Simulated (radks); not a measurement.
# Ti¹⁸⁺ in [He] 2s2: an all-electron calculation

What are the levels of the titanium ion Ti18+, how large are its shells, and how does its energy divide?

Program: radks (a radial shooting solver on a logarithmic mesh, Libxc functionals) version 1. Level of theory: Dirac Kohn-Sham, exchange-only LDA, spin-unpolarised, spherical densities, finite nucleus. These are calculated values, not measurements, unless marked.

**1. Starting point**

- element: titanium (Z = 22)
- charge: +18
- electrons: 4
- configuration: [He] 2s2
- nuclear rms radius: 3.5921 fm

The outer shells:

Ti¹⁸⁺
```
[He] core
2s [↑↓]
```

**2. Self-consistent calculation**

Input:

```text
Z 22
configuration [He] 2s2 2p0 3s0 3d0
relativity Dirac
functional lda,
spin unpolarised
j_filling energy
nucleus finite rms 3.5921 fm
c 137.035999084
```

Command:

```console
$ python run_ks.py task.json out
```

The same process makes all the runs of this session.

**Question.** What will this run give?

As calculated:

| quantity | value |
| --- | --- |
| total energy | -572.86622 hartree |
| exchange-correlation share of it | 2.69 % |
| −T/E | 1.0134 |
| highest occupied level | 2s1/2, -1305.8 eV |
| most extended occupied level | 2s1/2, <r> = 0.291 bohr |
| radius at density 0.001 e/bohr³ | 0.862 bohr |
| maxima of the radial density | 2 |
| ionisation energy, NIST | 1346.3 (semi-emp.) eV |

The radial density shows 2 maxima for 2 occupied principal shells. −T/E is 1.013: with relativity the kinetic term as defined here no longer equals −E. The top level binds by 1305.8 eV, 97 % of the NIST ionisation energy of 1346.3 eV. 
